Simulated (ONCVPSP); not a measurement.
# An ONCV potential for Se, from input to tests

Do these settings give a usable potential? It is generated, then checked for transferability, scattering, ghosts and hardness.

Program: ONCVPSP 4.0.1.1 (patched build). Reference atom: PBE, scalar-relativistic, spherical and spin-unpolarised. All values are calculated.

### Step 1. The atom and the settings

Typed settings, in words:

* element: selenium (Se, Z = 34)
* type: optimised norm-conserving Vanderbilt (ONCV)
* frozen core: [Ar] 3d10
* valence charge: 6
* reference configuration: 4s2 4p2 (charge +2)
* partial waves: 4s: rc 1.25 bohr, ncon 4, nbas 9, qcut 4.4 1/bohr, 2 projectors, debl 3.2 Ha; 4p: rc 1.55 bohr, ncon 4, nbas 7, qcut 5.5 1/bohr, 1 projector; d scattering state at 0.19 Ha: rc 1.50 bohr, ncon 3, nbas 6, qcut 5.7 1/bohr, 2 projectors, debl 0.4 Ha
* local potential: polynomial inside 1.00 bohr (lpopt 2, dvloc0 4 Ha)
* core correction: Teter function, fcfact 4, rcfact 1.35

The nodes and maxima of the atom's own shells, from an earlier all-electron run, set the scale for the radii.

All-electron outer shells of the reference configuration (PBE, scalar-relativistic, ld1.x):

```csv
shell,level (eV),outermost node (bohr),outermost maximum (bohr)
3p,-175.72,0.21,0.50
3d,-75.82,–,0.45
4s,-37.63,0.70,1.47
4p,-25.46,0.73,1.69
```

### Step 2. Generating the potential

Contents of Se.dat:

```
# ATOM AND REFERENCE CONFIGURATION
# atsym  z   nc   nv     iexc    psfile
  Se 34.00    6    2        4      upf
#
#   n    l    f
    1    0    2.00
    2    0    2.00
    2    1    6.00
    3    0    2.00
    3    1    6.00
    3    2   10.00
    4    0    2.00
    4    1    2.00
#
# PSEUDOPOTENTIAL AND OPTIMIZATION
# lmax
    2
#
#   l,   rc,      ep,       ncon, nbas, qcut
    0    1.25    0.00    4    9    4.40
    1    1.55    0.00    4    7    5.50
    2    1.50    0.19    3    6    5.70
#
# LOCAL POTENTIAL
# lloc, lpopt,  rc(5),   dvloc0
    4    2    1.00    4.00
#
# VANDERBILT-KLEINMAN-BYLANDER PROJECTORs
# l, nproj, debl
    0    2    3.20
    1    1    2.20
    2    2    0.40
#
# MODEL CORE CHARGE
# icmod, fcfact, rcfact
    3    4.00    1.35
#
# LOG DERIVATIVE ANALYSIS
# epsh1, epsh2, depsh
   -3.00    5.00    0.02
#
# OUTPUT GRID
# rlmax, drl
    6.00    0.01
#
# TEST CONFIGURATIONS
# ncnf
    4
# nvcnf
#   n    l    f
    2
    4    0    2.00
    4    1    4.00
#
    2
    4    0    2.00
    4    1    3.00
#
    2
    4    0    2.00
    4    1    1.00
#
    2
    4    0    2.00
    4    1    3.50
#
```

Launch:

```
$ oncvpsp.x < Se.dat > Se.out
```

What does the calculation give? Wanted: cutoffs for 1 and 0.1 mHa per electron, occupied waves; bound ghosts; GHOST(+) flags; largest test error; largest phase difference near zero energy, channels read; rms error of d²Exc/dn², without and with the model core.

As calculated:

```
                                                quantity                          value
  cutoffs for 1 and 0.1 mHa per electron, occupied waves               20 Ha and 136 Ha
                                            bound ghosts  d at -41.50 eV, d at -8.11 eV
                                          GHOST(+) flags                    s at 134 eV
                            largest test error (AE − PS)           -19 meV, for 4s2 4p1
largest phase difference near zero energy, channels read                      3.144 rad
 rms error of d²Exc/dn², without and with the model core              6.27 and 0.25 mHa
```

**Reading.** It has a bound ghost (d), a state that the atom doesn't have, and that rules the file out. The worst unpolarised test, 4s2 4p1, is off by 19 meV on 30.9 eV; by total energies transferability rates as good. Atomic tests can pass in spite of a ghost, since they solve only for the levels asked. By its cutoff, 20 Ha for the looser tolerance, it is of middling hardness. The tighter tolerance needs 136 Ha, and converged work needs a cutoff nearer that. At the looser tolerance the 4s wave is the slowest; 4p needs 12 Ha. Near zero energy the largest phase difference among the channels read is 3.14 rad, in the d channel. A step near π is an extra or missing state, not a misfit of shape. In the d channel the atom's pole at 4.61 Ha sits lower, at -0.30 Ha, in the pseudo curve. The pseudo curves have a pole with no partner nearby in the atom's: d at -0.30 Ha. The program also flags highly localised states, GHOST(+) (s).
